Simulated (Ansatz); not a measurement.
**GeSbH₅: basis-set convergence**

An exercise on one series of results from a longer session: the logs are not shown, and one member is left open.

Method: one geometry, several basis sets; program: Ansatz 0.2.0, Gaussian basis.

The runs, in order: PBE0-D4/def2-SVP; ωB97M-V/def2-SVP; PBE0-D4/def2-QZVPP; ωB97M-V/def2-QZVPP; the functionals' def2-TZVPP values are taken from earlier runs.

## The relaxed structure

All runs share one geometry, relaxed beforehand with PBE0-D4 in a triple-zeta def2 set. Sb takes the def2 core potential; no spin-orbit term is included.

SMILES `[GeH3][SbH2]`, 7 atoms, charge 0, spin multiplicity 1.

Atoms are counted from 1 here; the program's logs count them from 0.

Bond lengths: Ge1–Sb2 2.620 Å, Ge1–H3 1.536 Å, Ge1–H4 1.538 Å, Ge1–H5 1.538 Å, Sb2–H6 1.709 Å, Sb2–H7 1.709 Å. Angles: Sb2–Ge1–H3 112.5°, Sb2–Ge1–H4 108.9°, Sb2–Ge1–H5 108.9°, H3–Ge1–H4 109.0°, H3–Ge1–H5 109.0°, H4–Ge1–H5 108.4°, Ge1–Sb2–H6 91.1°, Ge1–Sb2–H7 91.1°, H6–Sb2–H7 91.3°.

Set-up of the first run:

in.yaml

```yaml
crystal:
  periodic: [false, false, false]
  atoms:
    - {symbol: Ge, position_ang: [-0.516629, -0.612759, -0.545439]}
    - {symbol: Sb, position_ang: [0.721114, 1.568760, 0.213320]}
    - {symbol: H, position_ang: [-0.380149, -1.752489, 0.475851]}
    - {symbol: H, position_ang: [-2.008345, -0.294784, -0.744829]}
    - {symbol: H, position_ang: [0.066642, -1.073987, -1.891943]}
    - {symbol: H, position_ang: [0.074561, 1.427613, 1.788498]}
    - {symbol: H, position_ang: [2.104007, 0.669648, 0.658642]}
basis:
  gaussian: {orbitals: def2-SVP}
hamiltonian: {xc: pbe0, dispersion: d4}
output: {orbitals: {seedname: orbitals}}
```

Started as:

```console
$ ansatz run in.yaml --threads 2 --pin off --events-out ev --progress --plain --max-ram 4352MiB
```

Among the steps run: PBE0-D4 in def2-SVP; ωB97M-V in def2-SVP; PBE0-D4 in def2-QZVPP; ωB97M-V in def2-QZVPP.

One table of the session follows, with a row left open; its other results are not shown here.

It belongs to the step «Functionals by basis». 

```
functional       basis  HOMO (eV)
   PBE0-D4    def2-SVP          ?
   PBE0-D4  def2-TZVPP      -7.22
   PBE0-D4  def2-QZVPP      -7.22
   ωB97M-V    def2-SVP      -9.12
   ωB97M-V  def2-TZVPP      -9.20
   ωB97M-V  def2-QZVPP      -9.20
```

Estimate the missing values for PBE0-D4, def2-SVP.

**Answer.** HOMO (eV): -7.17. In the column «HOMO (eV)» it is the highest.
